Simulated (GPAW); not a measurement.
Crystal: HPbNO4.

```
H Pb N O
1.0
     3.85707    0.00178   -0.03658
     0.17353    4.33436   -0.01647
     0.75803    0.83873    5.87662
H Pb N O
1 1 1 4
Direct
  0.61511 0.89559 0.19844
  0.64597 0.44651 0.91685
  0.71474 0.23810 0.50058
  0.16958 0.47007 0.77768
  0.62919 0.97045 0.49845
  0.56424 0.92583 0.03849
  0.78022 0.42250 0.31951
```

The cell was built by a generator and needn't be a form met in nature.

Base run:

| Property | Result |
| --- | --- |
| Program | GPAW 26.7.0 |
| Functional | SCAN |
| Potentials or basis | GPAW PAW data sets (gpaw-data 1.2.1) |
| Cutoff | 800 eV |
| Basis | pw |
| k mesh | 5 × 5 × 3 |
| Occupations | fermi-dirac, width 0.05 eV |
| Spin | no spin polarisation |

Its results: pressure -5.1 GPa.

Task: After a change of settings the same cell gave: pressure -4.6 GPa. Which change was it?
A. functional from SCAN to PW91; potentials or basis from GPAW PAW data sets (gpaw-data 1.2.1) to PAW data sets generated in the run's folder for this functional
B. functional from SCAN to BLYP; potentials or basis from GPAW PAW data sets (gpaw-data 1.2.1) to PAW data sets generated in the run's folder for this functional
C. functional from SCAN to PBE
D. functional from SCAN to r2SCAN

Result: D.

Caveats: the PAW data sets were made with another functional, which shifts forces and pressure a little.

Not every run made on this cell is shown here.
